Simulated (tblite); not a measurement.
# C6H10OSi2: the cost of one run

Programs: tblite 0.8.0 and PySCF 2.14.0, with density-fitted response routines of our own. Each step states its level of theory. These are calculated values for one molecule, in the gas phase or a continuum, unless marked as measured. Atoms are numbered from 0 throughout.

## Step 1: The molecule as given

19 atoms, charge 0, multiplicity 1; geometry from: force field or distance geometry start.

Bonds of the start (Å): C0–C1 1.19, C1–C2 1.50, C2–C3 1.46, C3–C4 1.27, C4–C5 1.47, C5–Si6 1.87, Si6–O7 1.71, O7–Si8 1.70, Si6–C2 1.86, C0–H9 1.07, C2–H10 1.08, C3–H11 1.14, C4–H12 1.13, C5–H13 1.10, C5–H14 1.13, Si6–H15 1.42, Si8–H16 1.46, Si8–H17 1.45, Si8–H18 1.47.

## Step 2: Geometry optimisation with GFN2-xTB

Job settings and geometry (Å):

```
{"job": {"kind": "relax", "xc": "GFN2-xTB", "basis": "xTB"}, "charge": 0, "multiplicity": 1}
C     -3.480300    -0.777500    -0.826500
C     -2.404400    -0.906100    -0.329200
C     -1.065100    -1.087000     0.326500
C     -0.983400    -0.043200     1.350900
C     -0.488300     1.078800     1.032200
C     -0.054900     1.266800    -0.357400
Si     0.266700    -0.507600    -0.833500
O      1.766000    -0.953700    -0.139600
Si     3.045000    -0.101400    -0.855100
H     -4.455700    -0.649500    -1.250400
H     -0.887100    -2.112400     0.622800
H     -1.344800    -0.271100     2.405300
H     -0.388400     1.927900     1.777800
H     -0.822600     1.722400    -1.004200
H      0.893300     1.885900    -0.388300
H      0.081700    -0.813700    -2.207600
H      4.249500    -0.174300    -0.030900
H      2.758200     1.295500    -1.112400
H      3.304900    -0.770500    -2.142200
```

Started as:

```
OMP_NUM_THREADS=1 python probes_run.py task.json out
```

The driver reads the jobs from task.json and runs them one after another.

**Question.** How long does this first job take on 1 thread of Arm Neoverse N1, shared host, and how much memory does it need?

About 1.9 s, with a peak of 0.18 GiB.
